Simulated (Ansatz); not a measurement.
**BrH6N3Ti: up Jacob's ladder to CCSD(T)**

An exercise on one series of results from a longer session: the logs are not shown, and one member is left open.

The runs use Ansatz 0.2.0, Gaussian basis; functionals in def2-TZVPP, the program's frozen cores in correlated methods.

Plan: LDA (SPW92), PBE-D4, revPBE-D4, BLYP-D4, r2SCAN-D4, B97M-V, PBE0-D4, B3LYP-D4, r2SCANh-D4, r2SCAN0-D4, HSE06-D4, BHLYP-D4, CAM-B3LYP-D4, LC-ωPBE, ωB97X-V, ωB97M-V, B2PLYP, PBE-QIDH; CCSD(T)/def2-SVP; MP2/def2-TZVPP; MP2/def2-QZVPP; RPA on PBE.

## The geometry

The geometry comes from an earlier relaxation with PBE0-D4 in a triple-zeta def2 set; it is a stationary point, not always the lowest conformer.

SMILES `[NH2][Ti]([NH2])([NH2])[Br]`, 11 atoms, charge 0, spin multiplicity 1.

Atoms are counted from 1 here; the program's logs count them from 0.

Bond lengths: N1–Ti2 1.869 Å, N1–H6 1.012 Å, N1–H7 1.009 Å, Ti2–N3 1.869 Å, Ti2–N4 1.869 Å, Ti2–Br5 2.400 Å, N3–H8 1.012 Å, N3–H9 1.009 Å, N4–H10 1.012 Å, N4–H11 1.009 Å. Angles: Ti2–N1–H6 122.7°, Ti2–N1–H7 126.2°, H6–N1–H7 110.5°, N1–Ti2–N3 107.2°, N1–Ti2–N4 107.2°, N1–Ti2–Br5 111.7°, N3–Ti2–N4 107.2°, N3–Ti2–Br5 111.7°, N4–Ti2–Br5 111.7°, Ti2–N3–H8 122.7°, Ti2–N3–H9 126.2°, H8–N3–H9 110.6°, Ti2–N4–H10 122.7°, Ti2–N4–H11 126.2°, H10–N4–H11 110.5°.

Set-up of the first run:

Input file in.yaml:

```yaml
crystal:
  periodic: [false, false, false]
  atoms:
    - {symbol: N, position_ang: [-1.555957, 0.608515, -0.516416]}
    - {symbol: Ti, position_ang: [0.203444, 0.371144, 0.068985]}
    - {symbol: N, position_ang: [0.131707, -0.659344, 1.627012]}
    - {symbol: N, position_ang: [1.082696, -0.649515, -1.227053]}
    - {symbol: Br, position_ang: [1.305063, 2.470303, 0.443200]}
    - {symbol: H, position_ang: [-2.187147, 1.276577, -0.092516]}
    - {symbol: H, position_ang: [-1.966262, 0.212508, -1.349044]}
    - {symbol: H, position_ang: [0.926470, -0.773932, 2.243145]}
    - {symbol: H, position_ang: [-0.697958, -1.057481, 2.041238]}
    - {symbol: H, position_ang: [1.415866, -0.256783, -2.098346]}
    - {symbol: H, position_ang: [1.407279, -1.598992, -1.119406]}
basis:
  gaussian: {orbitals: def2-TZVPP}
hamiltonian: {xc: lda}
output: {orbitals: {seedname: orbitals}}
```

Command:

```bash
$ ansatz run in.yaml --threads 4 --pin off --events-out ev --progress --plain --max-ram 11315MiB
```

Steps of the session up to this table: LDA; PBE-D4 (GGA); revPBE-D4 (GGA); BLYP-D4 (GGA); r2SCAN-D4 (meta-GGA); B97M-V (meta-GGA); PBE0-D4 (hybrid); B3LYP-D4 (hybrid); r2SCANh-D4 (hybrid); r2SCAN0-D4 (hybrid); HSE06-D4 (hybrid); BHLYP-D4 (hybrid); CAM-B3LYP-D4 (range-separated); LC-ωPBE (range-separated); ωB97X-V (range-separated); ωB97M-V (range-separated); B2PLYP (double hybrid); PBE-QIDH (double hybrid).

One of the session's tables, all rows but one given; the rest of the session is left out.

It belongs to the step «Orbital energies across the functionals». 

```
  functional  HOMO (eV)  LUMO (eV)  gap (eV)
 LDA (SPW92)      -6.42      -2.60      3.82
      PBE-D4      -6.24      -2.38      3.86
   revPBE-D4      -6.18      -2.30      3.87
     BLYP-D4      -6.10      -2.28      3.81
   r2SCAN-D4      -6.54      -2.30      4.25
      B97M-V      -6.60      -2.30      4.30
     PBE0-D4      -7.55      -1.42      6.13
    B3LYP-D4      -7.30      -1.69      5.61
  r2SCANh-D4      -7.03      -1.92      5.11
  r2SCAN0-D4      -7.77      -1.35      6.42
    HSE06-D4      -7.15      -1.80      5.35
    BHLYP-D4          ?          ?         ?
CAM-B3LYP-D4      -8.90      -0.33      8.57
     LC-ωPBE     -10.28       0.80     11.08
     ωB97X-V      -9.92       0.76     10.68
     ωB97M-V      -9.80       0.74     10.54
```

Q: Estimate the row for BHLYP-D4 from the others.

Worked estimate for «HOMO (eV)». Against the share of exact exchange, BLYP-D4 (0, -6.10), B3LYP-D4 (0.2, -7.30) give a slope of -6.00 per unit share; at 0.5 the line stands at -9.10.

As computed: HOMO (eV): -8.73; LUMO (eV): -0.29; gap (eV): 8.44. In «HOMO (eV)» the line misses by -0.37.
